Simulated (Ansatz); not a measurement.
The system is NbSi.

```
CELL_PARAMETERS angstrom
3.15644 0.00000 0.00000
0.00000 3.15644 0.00000
0.00000 0.00000 3.15644
ATOMIC_POSITIONS crystal
Nb 0.00000 0.00000 0.00000
Si 0.50000 0.50000 0.50000
```

The cell was built by a generator and needn't be a form met in nature.

| Quantity | Value |
| --- | --- |
| Program | Ansatz 0.2.0 |
| Task | relaxation of cell and atoms |
| Functional | B3LYP |
| Potentials or basis | Ansatz PAW |
| Cutoff | 420 eV (not typed: the program's choice for these potentials) |
| k mesh | 4 × 4 × 4 |
| Occupations | fermi-dirac, width 0.05 eV |
| Spin | no spin polarisation |

At the start: volume 15.72 Å³/atom.

Problem. Where does the relaxation end?

Solution. It ends after 4 steps and the volume is 16.23 Å³/atom (+3.2 %); space group Pm-3m (No. 221, to 0.05 Å).

Step by step:
```tsv
step	energy change (eV)	largest force (eV/Å)	volume (Å³)
1	0.0000	0.0000	31.45
2	-0.0168	0.0000	32.51
3	-0.0169	0.0000	32.46
4	-0.0171	0.0000	32.46
```

Final structure:
```cif
data_structure
_symmetry_space_group_name_H-M 'P 1'
_symmetry_Int_Tables_number 1
_cell_length_a 3.1898
_cell_length_b 3.1898
_cell_length_c 3.1898
_cell_angle_alpha 90.000
_cell_angle_beta 90.000
_cell_angle_gamma 90.000
_cell_volume 32.46
loop_
_atom_site_label
_atom_site_type_symbol
_atom_site_fract_x
_atom_site_fract_y
_atom_site_fract_z
_atom_site_occupancy
Nb1 Nb 0.00000 0.00000 0.00000 1
Si1 Si 0.50000 0.50000 0.50000 1
```

Caveat: the k mesh is coarse (spacing up to 0.50 Å⁻¹), so the values aren't converged, least of all with exact exchange; the plane-wave basis is chosen anew once the cell has moved, so the energies of steps on either side of that aren't comparable; the PAW data sets come from PBE, with cores solved anew for the run's functional, which leaves a small shift of forces and pressure.
